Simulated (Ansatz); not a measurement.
**MoNH (septet): wave-function methods side by side, def2-TZVPP**

The task here is to estimate one member of a computed series from the others.

The runs use Ansatz 0.2.0, Gaussian basis; def2-TZVPP, core rule «outside noble gas», up to 5 orbitals frozen.

To be run: UHF; ROHF; CCSD(T) on UHF.

### The system

The geometry is a PBE0/def2-TZVP stationary point (not a proven minimum). No spin-orbit coupling is included. Elements past krypton take def2 core potentials.

3 atoms, charge 0, spin multiplicity 7.

Atoms are counted from 1 here; the program's logs count them from 0.

Bond lengths: Mo1–N2 2.057 Å, N2–H3 1.028 Å. Angles: Mo1–N2–H3 115.2°.

Set-up of the first run:

File in.yaml:

```yaml
crystal:
  periodic: [false, false, false]
  atoms:
    - {symbol: Mo, position_ang: [0.000000, 0.010781, 0.282315]}
    - {symbol: N, position_ang: [0.000000, -0.129244, -1.770393]}
    - {symbol: H, position_ang: [0.000000, 0.769802, -2.269895]}
basis:
  gaussian: {orbitals: def2-TZVPP}
magnetization: {spin_polarized: true, initial_magnetization: 6}
hamiltonian: {xc: hf}
output: {orbitals: {seedname: orbitals}}
```

Command:

```
$ ansatz run in.yaml --threads 1 --pin off --events-out ev --progress --plain --max-ram 4096MiB --backend cpu
```

Steps of the session up to this table: UHF; ROHF; CCSD(T) on UHF.

One of the session's tables, all rows but one given; the rest of the session is left out.

It belongs to the step «Misses and costs». 

```
  method  from UCCSD(T) (kJ/mol)
    ROHF                  +825.2
     UHF                  +801.5
    UMP2                   +86.7
   UCCSD                       ?
UCCSD(T)                       0
```

Estimate the missing values for UCCSD.

The run gave: from UCCSD(T) (kJ/mol): +32.1. In the column «from UCCSD(T) (kJ/mol)» it lies between UCCSD(T) (0) and UMP2 (+86.7).
